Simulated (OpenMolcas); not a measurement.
# Co²⁺ among point charges: CASSCF levels and susceptibility

Aim: the splitting of the states of Co²⁺ in the field of 4 point charges, its lowest levels with spin-orbit coupling and its magnetic susceptibility.

The numbers are computed with OpenMolcas 26.06 (state-averaged CASSCF, spin-orbit coupling by RASSI with atomic mean-field integrals), except any that are marked as measured or tabulated.

1 further run of the same task is left out (it didn't finish).

## 1. What is computed

* Species: Co²⁺ (cobalt, Z = 27, 25 electrons)
* Basis: ANO-RCC-VTZP [6s5p3d2f1g], 59 functions
* Scalar Hamiltonian: DKH2, point nucleus
* Inactive shells: 1s 2s 2p 3s 3p
* Active space: 7 electrons in 5 orbitals (3d)
* Some configurations of this space: 3d7
* Orbitals: optimised for each spin and parity, averaged over all roots

The outer shells:

3d7
```
3d [↑↓][↑↓][↑ ][↑ ][↑ ]
```

The ion sits among 4 point charges of -2.5 e arranged as a square (D4h), 1.83 Å from the ion. The active orbitals were held to one l.

The work runs as a chain of OpenMolcas steps in one folder; each step below is one input file. Labels, J, g values, rates, χT and fits are worked out afterwards by a script from the matrices that RASSI stores. The input lists half of the charges; inversion (Group=XYZ) makes the rest.

## 2. GATEWAY and SEWARD: basis and integrals

a.inp reads:

```
&GATEWAY
Coord
1

Co 0.0 0.0 0.0
Basis=ANO-RCC-VTZP
Group=XYZ
NoMove
AngMom=0.0 0.0 0.0
AMFI
XField
2 Angstrom 0
1.830000 0.000000 0.000000 -2.500000
0.000000 1.830000 0.000000 -2.500000
&SEWARD
```

Command:

```console
OMP_NUM_THREADS=1 MOLCAS_MEM=1689 MOLCAS_PROJECT=a pymolcas a.inp > a.log
```

## 3. CASSCF: quartets of even parity, 10 roots

a.inp reads:

```
&RASSCF
FileOrb=start.orb
Symmetry=1
Spin=4
nActEl=7 0 0
Inactive=3 6
Ras2=5 0
CIRoot=10 10 1
SDav=10
CIMx=300
Iter=120 100
PrWF=0.3
OrbListing=Nothing
MaxOrb=0
SupSym
1
15 4 5 6 7 8 12 13 14 15 16 17 18 19 20 21
0
>>> COPY $Project.JobIph JOB001
```

start.orb holds the contracted functions of the basis, ordered by shell, or the orbitals of the step before.

## 4. Reference wave functions, doublets of even parity, 40 roots

a.inp reads:

```
&RASSCF
FileOrb=start.orb
Symmetry=1
Spin=2
nActEl=7 0 0
Inactive=3 6
Ras2=5 0
CIRoot=40 40 1
SDav=40
CIMx=300
Iter=120 100
PrWF=0.3
OrbListing=Nothing
MaxOrb=0
SupSym
1
15 4 5 6 7 8 12 13 14 15 16 17 18 19 20 21
0
>>> COPY $Project.JobIph JOB002
```

## 5. State interaction with spin-orbit coupling

a.inp reads:

```
&RASSI
NrOfJobIphs=2 10 40
1 2 3 4 5 6 7 8 9 10
1 2 3 4 5 6 7 8 9 10 11 12 13 14 15 16 17 18 19 20 21 22 23 24 25 26 27
28 29 30 31 32 33 34 35 36 37 38 39 40
IphNames
JOB001
JOB002
EJob
SpinOrbit
DIPRint=1.0
SOCoupling=1000.0
Subsets=2
Property=9
'ANGMOM' 1 'ANGMOM' 2 'ANGMOM' 3 'MLTPL  1' 1 'MLTPL  1' 2 'MLTPL  1' 3
'AMFI' 1 'AMFI' 2 'AMFI' 3
SOProperty=3
'ANGMOM' 1 'ANGMOM' 2 'ANGMOM' 3
```

What does the calculation give? Wanted: spin-free ground state; first state of the same spin within the active space; lowest level; next level.

As calculated:

| quantity | value |
| --- | --- |
| method | CASSCF |
| spin-free ground state | 4A2, 1-fold in its orbital part |
| first state of the same spin within the active space | 4E at 3080 cm⁻¹ |
| lowest level | 2-fold E1/2, g = 1.98, 4.89, 4.89 |
| next level | 100.1 cm⁻¹ |
| χT at 300 K | 2.67 cm³ K/mol |
| effective moment at 300 K | 4.62 μB |

The spin-free ground state (4A2) comes to 89 % from free-ion F terms and keeps the highest spin of the shell. χT at 300 K is 2.67, against 1.88 cm³ K/mol for the spin alone, so orbital moment adds to it. An active space of the d shell alone favours high spin; real ions in strong fields can be low spin. The field of point charges can differ much from that of real complexes. With metal d orbitals alone active, the gaps between spin states are rough; where two lie within a few thousand cm-1, their order is open. Point charges carry no covalency, so the field is a model and not that of real ligands.
